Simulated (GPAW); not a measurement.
Crystal: InAg3.

```
CELL_PARAMETERS angstrom
3.08552 0.00000 0.00000
-1.54276 2.67214 0.00000
0.00000 0.00000 9.47326
ATOMIC_POSITIONS crystal
In 0.00000 0.00000 0.00000
Ag 0.33333 0.66667 0.74681
Ag 0.33333 0.66667 0.25320
Ag 0.00000 0.00000 0.50000
```

The cell comes from a database or a generator and needn't be the stable form of this composition.

Base run:

- Program: GPAW 26.7.0
- Functional: PBEsol
- Potentials or basis: PAW data sets generated in the run's folder for this functional
- Cutoff: 600 eV
- Basis: pw
- k mesh: 10 × 10 × 3
- Occupations: fermi-dirac, width 0.05 eV
- Spin: no spin polarisation

Its results: pressure -6.0 GPa; largest force 0.164 eV/Å.

Q: The run is repeated on the same cell with these changes: k mesh from 10 × 10 × 3 to 7 × 7 × 2. What comes out?

A: Pressure -5.4 GPa; largest force 0.213 eV/Å.

Not every run made on this cell is shown here.
